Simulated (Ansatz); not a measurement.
# Pb: the cost of one run

Program: Ansatz 0.2.0. Level of theory: DFT PBEsol, scalar-relativistic, plane waves, PAW. These are calculated values, not measurements.

This is Pb in the hcp structure; at room conditions it is fcc.

1 further run of the same task is left out (set aside as unsound or not needed).

**1. Starting point**

Symmetry: P6_3/mmc, No. 194, hexagonal system. The conventional cell has a = 3.456 Å, b = 3.456 Å, c = 5.781 Å, α = 90.00°, β = 90.00°, γ = 120.00°. Pb (site symmetry -6m2) is surrounded by 12 Pb at 3.46 to 3.51 Å.

As a file:

```
Pb
1.0
     3.45588    0.00000    0.00000
    -1.72794    2.99288    0.00000
     0.00000    0.00000    5.78135
Pb
2
Direct
  0.33333 0.66667 0.25000
  0.66667 0.33333 0.75000
```

This cell was relaxed beforehand with the same method: volume 29.90 Å³/atom, gap on the mesh none (metal).

**2. Electronic structure at the relaxed geometry**

input.yaml

```yaml
crystal:
  lattice:
    - [3.4558763763, 0.0, 0.0]
    - [-1.7279381881, 2.9928767342, 0.0]
    - [0.0, 0.0, 5.7813509628]
  atoms:
    - { symbol: Pb, position: [0.3333333333, 0.6666666667, 0.25] }
    - { symbol: Pb, position: [0.6666666667, 0.3333333333, 0.75] }
basis:
  ecutwfc: 420
kpoints:
  mp_grid: { grid: [12, 12, 8] }
  band_path:
    path:
      - [[0.0, 0.0, 0.0], [0.5, 0.0, 0.0], [0.33333333, 0.33333333, 0.0], [0.0, 0.0, 0.0], [0.0, 0.0, 0.5], [0.5, 0.0, 0.5], [0.33333333, 0.33333333, 0.5], [0.0, 0.0, 0.5]]
      - [[0.5, 0.0, 0.5], [0.5, 0.0, 0.0]]
      - [[0.33333333, 0.33333333, 0.5], [0.33333333, 0.33333333, 0.0]]
    npoints: 14
hamiltonian:
  xc: pbesol
scf:
  occupations: { method: gaussian, width: 0.1 }
  n_extra_bands: 6
output:
  forces: true
  stress: true
  eigenvalues: true
  populations: true
  dos: { projected: true, de: 0.02, nscf_kmesh: { grid: [18, 18, 12] } }
  bader: true
  write_density: true
  write_potential: true
  elf: true
  volumetric_format: npy
```

On the command line:

```sh
> ansatz run input.yaml --threads 1 --pin off --max-ram 2560MiB --backend cpu --events-out ev --progress --plain --runs-dir out
```

**Question.** How long does this run take on 1 thread of AMD EPYC 7R43 (Zen 3), shared host, and how much memory does it need?

About 31 s, with a peak of 0.48 GiB.
